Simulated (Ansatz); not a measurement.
**C3H9In (trimethylindium (TMIn)): B3LYP/def2-SVP (core potential)**

What is the vertical ionisation energy of C3H9In (trimethylindium (TMIn)) at B3LYP/def2-SVP (core potential)? 

Program for the calculation: Ansatz 0.2.0.

35 further runs of the same task are left out: 2 that didn't finish, 33 set aside as unsound or not needed.

## 1. The molecule

C3H9In: 13 atoms, total charge 0, spin state singlet. SMILES: `[CH3][In]([CH3])[CH3]`. The coordinates come from a PBE0-D4/def2-TZVP relaxation.

Bond lengths: C1–In2 2.164 Å, In2–C3 2.164 Å, In2–C4 2.164 Å, C1–H5 1.091 Å, C1–H6 1.094 Å, C1–H7 1.091 Å, C3–H8 1.091 Å, C3–H9 1.091 Å, C3–H10 1.094 Å, C4–H11 1.091 Å, C4–H12 1.094 Å, C4–H13 1.091 Å. Some angles: C1–In2–C3 120.0°, C1–In2–C4 120.1°, C3–In2–C4 119.9°, In2–C1–H5 111.3°, In2–C1–H6 109.3°, In2–C1–H7 111.3°, In2–C3–H8 111.3°, In2–C3–H9 111.4°, In2–C3–H10 109.2°, In2–C4–H11 111.4°.

## 2. The energy at B3LYP/def2-SVP (core potential)

run.yaml reads:

```yaml
crystal:
  periodic: [false, false, false]
  atoms:
    - {symbol: C, position_ang: [-0.506200, 1.897900, -0.902800]}
    - {symbol: In, position_ang: [0.007900, -0.003300, -0.006900]}
    - {symbol: C, position_ang: [1.475300, -0.088600, 1.581000]}
    - {symbol: C, position_ang: [-0.956600, -1.818200, -0.683200]}
    - {symbol: H, position_ang: [0.329400, 2.598000, -0.853700]}
    - {symbol: H, position_ang: [-1.344900, 2.339400, -0.357000]}
    - {symbol: H, position_ang: [-0.811500, 1.777000, -1.943300]}
    - {symbol: H, position_ang: [1.276400, -0.918200, 2.261200]}
    - {symbol: H, position_ang: [1.500700, 0.842500, 2.149300]}
    - {symbol: H, position_ang: [2.467200, -0.242700, 1.146600]}
    - {symbol: H, position_ang: [-1.254700, -1.743900, -1.730100]}
    - {symbol: H, position_ang: [-1.858700, -1.990800, -0.089300]}
    - {symbol: H, position_ang: [-0.304000, -2.683700, -0.557100]}
basis:
  gaussian:
    orbitals: def2-SVP
accuracy: high
output: {orbitals: {seedname: orbitals}}
hamiltonian:
  xc: {name: B3LYP}
```

Launch:

```console
$ ansatz run run.yaml --threads 1 --pin off --max-ram 3480MiB --events-out events.jsonl --progress --plain --runs-dir runs
```

The log of the run:

```text
Warning: RAYON_NUM_THREADS=1 ignored (pool sized by the plan → 1); use --threads N
Functional definition: B3LYP
  name "B3LYP"
  parameter a0 = 0.2
  parameter ax = 0.72
  parameter ac = 0.81
  exchange = (1 - a0 - ax)*slater_x + ax*b88_x + a0*exact_x
  correlation = (1 - ac)*vwn_rpa_c + ac*lyp_c
2860 factors; integrals over basis functions are off by at most 1.9e-8 eV
mean field evaluation 1: about -8414.1234 eV, gradient 8.1e1 eV
mean field evaluation 2: about -8404.6324 eV, gradient 9.5e1 eV
mean field evaluation 4: about -8430.5927 eV, gradient 1.1e0 eV
mean field evaluation 8: about -8430.7470 eV, gradient 5.0e-2 eV
mean field evaluation 16: about -8430.7470 eV, gradient 3.8e-6 eV
mean field -8430.74699171 eV, -309.8242373799 hartree, gradient 4.9e-8 eV, S^2 0.000000; 0 other end points of the search recorded, 0 dependent functions left out
reference -8430.74704300 eV, -309.8242392645 hartree; 24, 24 occupied and 89, 89 virtual orbitals, 2860 factors
Total energy: -8430.74704300 eV, -309.8242392645 hartree
```

Wall time 15 s (1 thread of Arm Neoverse V1, shared host); peak memory 0.48 GiB.

## 3. The doublet cation, same level

job.yaml reads:

```yaml
crystal:
  periodic: [false, false, false]
  atoms:
    - {symbol: C, position_ang: [-0.506200, 1.897900, -0.902800]}
    - {symbol: In, position_ang: [0.007900, -0.003300, -0.006900]}
    - {symbol: C, position_ang: [1.475300, -0.088600, 1.581000]}
    - {symbol: C, position_ang: [-0.956600, -1.818200, -0.683200]}
    - {symbol: H, position_ang: [0.329400, 2.598000, -0.853700]}
    - {symbol: H, position_ang: [-1.344900, 2.339400, -0.357000]}
    - {symbol: H, position_ang: [-0.811500, 1.777000, -1.943300]}
    - {symbol: H, position_ang: [1.276400, -0.918200, 2.261200]}
    - {symbol: H, position_ang: [1.500700, 0.842500, 2.149300]}
    - {symbol: H, position_ang: [2.467200, -0.242700, 1.146600]}
    - {symbol: H, position_ang: [-1.254700, -1.743900, -1.730100]}
    - {symbol: H, position_ang: [-1.858700, -1.990800, -0.089300]}
    - {symbol: H, position_ang: [-0.304000, -2.683700, -0.557100]}
basis:
  gaussian: {orbitals: def2-SVP}
total_charge: 1
magnetization: {spin_polarized: true, initial_magnetization: 1}
hamiltonian: {xc: {name: B3LYP}}
accuracy: high
output: {orbitals: {seedname: orbitals}}
```

Launch:

```console
$ ansatz run job.yaml --threads 1 --pin off --max-ram 3480MiB --events-out events.jsonl --progress --plain --runs-dir runs
```

The log of the run:

```text
Warning: RAYON_NUM_THREADS=1 ignored (pool sized by the plan → 1); use --threads N
Functional definition: B3LYP
  name "B3LYP"
  parameter a0 = 0.2
  parameter ax = 0.72
  parameter ac = 0.81
  exchange = (1 - a0 - ax)*slater_x + ax*b88_x + a0*exact_x
  correlation = (1 - ac)*vwn_rpa_c + ac*lyp_c
2859 factors; integrals over basis functions are off by at most 1.9e-8 eV
mean field evaluation 1: about -8402.2364 eV, gradient 6.2e1 eV
mean field evaluation 2: about -8391.4503 eV, gradient 7.0e1 eV
mean field evaluation 4: about -8419.6136 eV, gradient 1.8e1 eV
mean field evaluation 8: about -8421.7312 eV, gradient 7.5e-1 eV
mean field evaluation 16: about -8421.8953 eV, gradient 9.0e-2 eV
mean field evaluation 32: about -8421.8894 eV, gradient 3.3e-1 eV
mean field evaluation 64: about -8421.8883 eV, gradient 8.1e-2 eV
mean field -8421.89663838 eV, -309.4989928939 hartree, gradient 2.0e-8 eV, S^2 0.756864; 3 other end points of the search recorded, 0 dependent functions left out
reference -8421.89668601 eV, -309.4989946444 hartree; 24, 23 occupied and 89, 90 virtual orbitals, 2859 factors
Total energy: -8421.89668601 eV, -309.4989946444 hartree
```

Wall time 1.7 min (1 thread of Arm Neoverse V1, shared host); peak memory 0.66 GiB.

## 4. Summary of results

Level: B3LYP/def2-SVP (core potential).

| quantity | value |
| --- | --- |
| singlet C3H9In: total energy | -309.82424 Eh |
| singlet C3H9In: HOMO energy | -6.69 eV |
| singlet C3H9In: LUMO energy | -1.04 eV |
| singlet C3H9In: HOMO–LUMO gap | 5.65 eV |
| doublet cation: total energy | -309.49899 Eh |
| doublet cation: HOMO energy (highest over α and β) | -11.88 eV |
| doublet cation: LUMO energy (lowest over α and β) | -11.00 eV |
| doublet cation: ⟨S²⟩ | 0.757 |
| vertical ionisation energy (to the doublet cation) | 8.850 eV |

The vertical ionisation energy comes to 8.85 eV (854 kJ/mol). −ε(HOMO) before ionisation, 6.69 eV, is 2.16 eV below this ionisation energy.
